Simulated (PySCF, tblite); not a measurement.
# C2H11Si4 radical: geometry, infrared bands and EPR parameters

Aim: predict the infrared bands and EPR parameters of C2H11Si4 radical (`C=C[SiH2][SiH2][SiH2][SiH2]`).

Programs: tblite 0.8.0 and PySCF 2.14.0, with density-fitted response routines of our own. Each step states its level of theory. These are calculated values for one molecule in the gas phase, unless marked as measured. Atoms count from 0, in the outputs and in this text.

## (1) Starting geometry

17 atoms, charge 0, multiplicity 2; geometry from: force field or distance geometry start.

Bonds of the start (Å): C0–C1 1.32, C1–Si2 1.84, Si2–Si3 2.21, Si3–Si4 2.22, Si4–Si5 2.22, C0–H6 1.10, C0–H7 1.09, C1–H8 1.11, Si2–H9 1.48, Si2–H10 1.46, Si3–H11 1.47, Si3–H12 1.47, Si4–H13 1.45, Si4–H14 1.50, Si5–H15 1.47, Si5–H16 1.48.

## (2) Optimising the geometry with GFN2-xTB

The job: settings as JSON, then the geometry in Å.

```
{"job": {"kind": "relax", "xc": "GFN2-xTB", "basis": "xTB"}, "charge": 0, "multiplicity": 2}
C     -3.459200    -0.638700     0.835100
C     -2.153300    -0.561000     0.673100
Si    -1.321100     0.875900    -0.108500
Si     0.562800     0.223200    -1.071600
Si     2.379900     0.927400    -0.013500
Si     3.558900    -0.876100     0.539000
H     -4.116400     0.172700     0.488100
H     -3.964000    -1.476500     1.307300
H     -1.485900    -1.372700     1.026600
H     -2.240700     1.322000    -1.176400
H     -1.147700     1.916000     0.904500
H      0.572800     0.666900    -2.470400
H      0.543900    -1.249100    -1.090100
H      2.106900     1.717300     1.171200
H      3.212800     1.685100    -0.998300
H      4.387800    -1.394900    -0.555500
H      2.555500    -1.925500     0.828200
```

The run is started by

```sh
> OMP_NUM_THREADS=1 python probes_run.py task.json out
```

One launch serves the whole session: the jobs run in the order shown.

**Question.** This job is followed by: GFN2-xTB harmonic vibrations, gas phase; UKS B3LYP, pcH-1 on C H Si, non-relativistic, mean-field spin-orbit, GIAO. What will the session give for the following? strongest single infrared mode (GFN2-xTB); zero-point energy (GFN2-xTB); g(iso) (B3LYP); ⟨S²⟩; largest a(iso) (averaged by class); surface potential, 1st and 99th percentile.

The runs gave:

```
                                 quantity                    value
strongest single infrared mode (GFN2-xTB)    592 cm⁻¹, 1298 km/mol
             zero-point energy (GFN2-xTB)            65.5 kcal/mol
                           g(iso) (B3LYP)                  2.00424
                                     ⟨S²⟩       0.753 (exact 0.75)
       largest a(iso) (averaged by class)  29Si on Si5, -355.5 MHz
    surface potential, 1st and 99th percentile       -0.39 V and 1.07 V
```

**Reading.** The optimisation took 276 steps and gained 0.586 eV; among the close pairs (by a distance rule), Si3–Si4 changed most, from 2.218 to 2.331 Å. All 45 modes are real, so the xTB geometry is a minimum. The strongest single mode, at 592 cm⁻¹, is carried by H11, H12, H13, H9. Unscaled tight-binding wavenumbers are off by several per cent, some by more. Its intensities can rank the bands wrongly. Most of the unpaired spin sits on Si5 (0.96 e). The isotropic g lies 1.9 ppt above the free-electron value.
